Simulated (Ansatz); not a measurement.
# MnAs: the cost of one run

Computed with Ansatz 0.2.0 (DFT PBE, scalar-relativistic, plane waves, PAW, unless a step's input says otherwise).

The COD entry's cell or inner coordinates are ideal or old and differ from later refinements, so a difference from it is no clean test against experiment.

These runs use a low cutoff (300 eV) and a coarse mesh on purpose, to show what cheap settings give: their numbers aren't properties of the material.

## 1. The structure to begin with

It takes space group P6_3/mmc (No. 194, hexagonal). The conventional cell has a = 3.710 Å, b = 3.710 Å, c = 5.691 Å, α = 90.00°, β = 90.00°, γ = 120.00°. Mn (site symmetry -3m) is surrounded by 6 As at 2.57 Å and 2 Mn at 2.85 Å. As (site symmetry -6m2) is surrounded by 6 Mn at 2.57 Å.

As a file:

```xyz
4
Lattice="3.7100 0.0000 0.0000 -1.8550 3.2130 0.0000 0.0000 0.0000 5.6910" Properties=species:S:1:pos:R:3 pbc="T T T"
Mn    0.0000    0.0000    0.0000
Mn    0.0000    0.0000    2.8455
As    0.0000    2.1420    1.4227
As    1.8550    1.0710    4.2683
```

The moments start at Mn 3.50 μB.

## 2. Full relaxation

File input.yaml:

```yaml
crystal:
  lattice:
    - [3.71, 0.0, 0.0]
    - [-1.855, 3.212954248, 0.0]
    - [0.0, 0.0, 5.691]
  atoms:
    - { symbol: Mn, position: [0.0, 0.0, 0.0], spin: 3.5 }
    - { symbol: Mn, position: [0.0, 0.0, 0.5], spin: 3.5 }
    - { symbol: As, position: [0.3333333333, 0.6666666667, 0.25] }
    - { symbol: As, position: [0.6666666667, 0.3333333333, 0.75] }
basis:
  ecutwfc: 300
  ecutrho_ratio: 4
kpoints:
  mp_grid: { grid: [6, 6, 4] }
hamiltonian:
  xc: pbe
scf:
  occupations: { method: gaussian, width: 0.05 }
output:
  forces: true
  stress: true
  eigenvalues: true
  populations: true
magnetization:
  spin_polarized: true
relax:
  f_tol: 0.01
  max_steps: 60
  cell: { stress_tol: 0.04 }
```

On the command line:

```
> ansatz run input.yaml --threads 1 --pin off --max-ram 2560MiB --backend cpu --events-out ev --progress --plain --runs-dir out
```

What time and memory should one allow on 1 thread of Arm Neoverse N1, shared host?

About 2.3 min, with a peak of 0.42 GiB.
